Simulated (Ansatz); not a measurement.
**ClGeH3O2: up Jacob's ladder to CCSD(T)**

One table from this session's results is given with a row withheld; the runs are named, their logs left out.

The runs use Ansatz 0.2.0, Gaussian basis; functionals in def2-TZVPP, the program's frozen cores in correlated methods.

The runs, in order: LDA (SPW92), PBE-D4, revPBE-D4, BLYP-D4, r2SCAN-D4, B97M-V, PBE0-D4, B3LYP-D4, r2SCANh-D4, r2SCAN0-D4, HSE06-D4, BHLYP-D4, CAM-B3LYP-D4, LC-ωPBE, ωB97X-V, ωB97M-V, B2PLYP, PBE-QIDH; CCSD(T)/def2-SVP; CCSD(T)/def2-TZVPP; CCSD(T)/def2-QZVPP; extrapolation to the limit; RPA on PBE.

## The geometry

An earlier PBE0-D4 in a triple-zeta def2 set relaxation fixed the geometry.

SMILES `[OH][GeH]([OH])[Cl]`, 7 atoms, charge 0, spin multiplicity 1.

Atoms are counted from 1 here; the program's logs count them from 0.

Bond lengths: O1–Ge2 1.762 Å, O1–H5 0.961 Å, Ge2–O3 1.752 Å, Ge2–Cl4 2.153 Å, Ge2–H6 1.523 Å, O3–H7 0.961 Å. Angles: Ge2–O1–H5 112.5°, O1–Ge2–O3 107.9°, O1–Ge2–Cl4 106.1°, O1–Ge2–H6 114.4°, O3–Ge2–Cl4 111.1°, O3–Ge2–H6 107.5°, Cl4–Ge2–H6 109.9°, Ge2–O3–H7 112.7°.

Geometry (Å):

```
O    -0.1735    1.3834   -0.5460
Ge   -0.1142   -0.0852    0.4255
O     1.4909   -0.7705    0.2708
Cl   -1.6027   -1.4059   -0.3970
H    -0.9741    1.4425   -1.0739
H    -0.3773    0.1313    1.9100
H     1.8119   -0.7636   -0.6352
```

The first run:

The input, in.yaml:

```yaml
crystal:
  periodic: [false, false, false]
  atoms:
    - {symbol: O, position_ang: [-0.173462, 1.383409, -0.546014]}
    - {symbol: Ge, position_ang: [-0.114167, -0.085242, 0.425545]}
    - {symbol: O, position_ang: [1.490914, -0.770504, 0.270832]}
    - {symbol: Cl, position_ang: [-1.602729, -1.405914, -0.396983]}
    - {symbol: H, position_ang: [-0.974066, 1.442519, -1.073899]}
    - {symbol: H, position_ang: [-0.377275, 0.131332, 1.910016]}
    - {symbol: H, position_ang: [1.811884, -0.763602, -0.635197]}
basis:
  gaussian: {orbitals: def2-TZVPP}
hamiltonian: {xc: lda}
output: {orbitals: {seedname: orbitals}}
```

Run with:

```console
$ ansatz run in.yaml --threads 2 --pin off --events-out ev --progress --plain --max-ram 22528MiB --backend cpu
```

Among the steps run: LDA; PBE-D4 (GGA); revPBE-D4 (GGA); BLYP-D4 (GGA); r2SCAN-D4 (meta-GGA); B97M-V (meta-GGA); PBE0-D4 (hybrid); B3LYP-D4 (hybrid); r2SCANh-D4 (hybrid); r2SCAN0-D4 (hybrid); HSE06-D4 (hybrid); BHLYP-D4 (hybrid); CAM-B3LYP-D4 (range-separated); LC-ωPBE (range-separated); ωB97X-V (range-separated); ωB97M-V (range-separated); B2PLYP (double hybrid); PBE-QIDH (double hybrid).

One table of the session follows, with a row left open; its other results are not shown here.

It belongs to the step «Orbital energies across the functionals». 

| functional | HOMO (eV) | gap (eV) |
| --- | --- | --- |
| LDA (SPW92) | -7.74 | 6.35 |
| PBE-D4 | -7.56 | 6.42 |
| revPBE-D4 | -7.49 | 6.46 |
| BLYP-D4 | -7.45 | 6.31 |
| r2SCAN-D4 | -7.97 | 7.22 |
| B97M-V | -8.06 | 7.24 |
| PBE0-D4 | -9.21 | 9.09 |
| B3LYP-D4 | -8.92 | 8.43 |
| r2SCANh-D4 | -8.59 | 8.20 |
| r2SCAN0-D4 | -9.48 | 9.62 |
| HSE06-D4 | -8.80 | 8.31 |
| BHLYP-D4 | -10.60 | 11.40 |
| CAM-B3LYP-D4 | -10.63 | 11.47 |
| LC-ωPBE | -12.05 | 14.24 |
| ωB97X-V | ? | ? |
| ωB97M-V | -11.53 | 13.27 |

Q: Estimate the row for ωB97X-V from the others.

The run gave: HOMO (eV): -11.68; gap (eV): 13.71. In the column «HOMO (eV)» it lies between LC-ωPBE (-12.05) and ωB97M-V (-11.53).
